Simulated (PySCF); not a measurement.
# C4H5BCl2: the cost of one run

Computed with PySCF 2.14.0, with density-fitted response routines of our own, on a single molecule in the gas phase. Atoms are numbered from 0 throughout.

### Step 1. The molecule as given

12 atoms, charge 0, multiplicity 1; geometry from: GFN2-xTB. The atoms were then displaced at random by about 0.01 Å, so the start is not that level's minimum.

Bonds of the start (Å): C0–C1 1.31, C1–C2 1.43, C2–C3 1.40, C3–B4 1.51, B4–Cl5 1.73, B4–Cl6 1.72, C0–H7 1.11, C0–H8 1.07, C1–H9 1.08, C2–H10 1.08, C3–H11 1.08.

### Step 2. Optimising the geometry at PBE0-D3(BJ)/def2-SVP

What the job is given:

```
{"job": {"xc": "PBE0", "basis": "def2-SVP", "d3": "d3bj", "grid": 1, "shake": 0.01, "kind": "geom"}, "charge": 0, "multiplicity": 1}
C     -2.266330     0.233320    -0.616620
C     -0.981940     0.351470    -0.398670
C     -0.266880    -0.662040     0.306660
C      1.108540    -0.673180     0.591880
B      2.188080     0.328930     0.252700
Cl     3.794090    -0.028270     0.798700
Cl     2.005120     1.812020    -0.602270
H     -2.815460     1.025170    -1.158050
H     -2.859680    -0.584060    -0.258770
H     -0.427730     1.210810    -0.739460
H     -0.860590    -1.498170     0.660960
H      1.422480    -1.544280     1.153930
```

Command:

```bash
> OMP_NUM_THREADS=1 python probes_run.py task.json out
```

One launch serves the whole session: the jobs run in the order shown.

Q: Estimate the wall time and peak memory of this first job on 1 thread of Intel Xeon 6975P-C, shared host.

About 46 s, with a peak of 0.55 GiB.
